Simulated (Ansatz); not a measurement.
# GaHO2+ (doublet): from Hartree-Fock to the top rungs, cc-pVDZ

An exercise on one series of results from a longer session: the logs are not shown, and one member is left open.

Method: cc-pVDZ, core rule «outside noble gas», up to 16 orbitals frozen; program: Ansatz 0.2.0, Gaussian basis.

The runs, in order: UHF; CCSD(T) on ROHF; CCSD(T) on UHF; BCCD(T) on ROHF; CISD; CCSDT(Q) on ROHF; CCSDT(Q) on UHF.

23 further runs of the same task are left out: 14 that didn't finish, 9 set aside as unsound or not needed.

## The system

The geometry is a PBE0/def2-TZVP stationary point (not a proven minimum) of the parent state, kept for this charge and spin. No spin-orbit coupling is included. The filled d shell of Ga may be among the frozen orbitals whatever the setting's name suggests; the logs give the count.

4 atoms, charge 1, spin multiplicity 2.

Atoms are counted from 1 here; the program's logs count them from 0.

Bond lengths: O1–Ga2 1.643 Å, Ga2–O3 1.747 Å, O3–H4 0.961 Å. Angles: O1–Ga2–O3 176.5°, Ga2–O3–H4 115.2°.

Set-up of the first run:

in.yaml

```yaml
crystal:
  periodic: [false, false, false]
  atoms:
    - {symbol: O, position_ang: [-0.000009, -0.151064, 2.219967]}
    - {symbol: Ga, position_ang: [0.000021, -0.155864, 0.576530]}
    - {symbol: O, position_ang: [-0.000005, -0.267455, -1.166443]}
    - {symbol: H, position_ang: [-0.000007, 0.574382, -1.630054]}
basis:
  gaussian: {orbitals: cc-pVDZ}
total_charge: 1
magnetization: {spin_polarized: true, initial_magnetization: 1}
hamiltonian: {xc: hf}
output: {orbitals: {seedname: orbitals}}
```

Command:

```console
$ ansatz run in.yaml --threads 1 --pin off --events-out ev --progress --plain --max-ram 2393MiB
```

Among the steps run: UHF; CCSD(T) on ROHF; CCSD(T) on UHF; BCCD(T) on ROHF; CISD; CCSDT(Q) on ROHF; CCSDT(Q) on UHF.

One of the session's tables, all rows but one given; the rest of the session is left out.

It belongs to the step «Misses and costs». 

| method | from UCCSDT(Q) (kJ/mol) |
| --- | --- |
| ROHF | +1076.5 |
| UHF | +1066.6 |
| RMP2 | +72.0 |
| UMP2 | +71.9 |
| RCCSD | +32.6 |
| UCCSD | +32.4 |
| RCCSD(T) | +6.6 |
| UCCSD(T) | +6.5 |
| BCCD(T) | +6.3 |
| RCCSDT | +4.0 |
| UCCSDT | +3.9 |
| RCCSDT(Q) | ? |
| UCCSDT(Q) | 0 |

**Question.** Estimate the row for RCCSDT(Q).

**Answer.** from UCCSDT(Q) (kJ/mol): +0.7. In the column «from UCCSDT(Q) (kJ/mol)» it lies between UCCSDT(Q) (0) and UCCSDT (+3.9).

Not comparable, so not listed: CISD (they don't share determinant, frozen orbitals or solution with the rows shown, or repeat one).

Caveats from the session: Restricted and unrestricted rows rest on different reference determinants; where their highest levels disagree by more than a few hundredths of an eV, they describe different states and don't form one ladder.
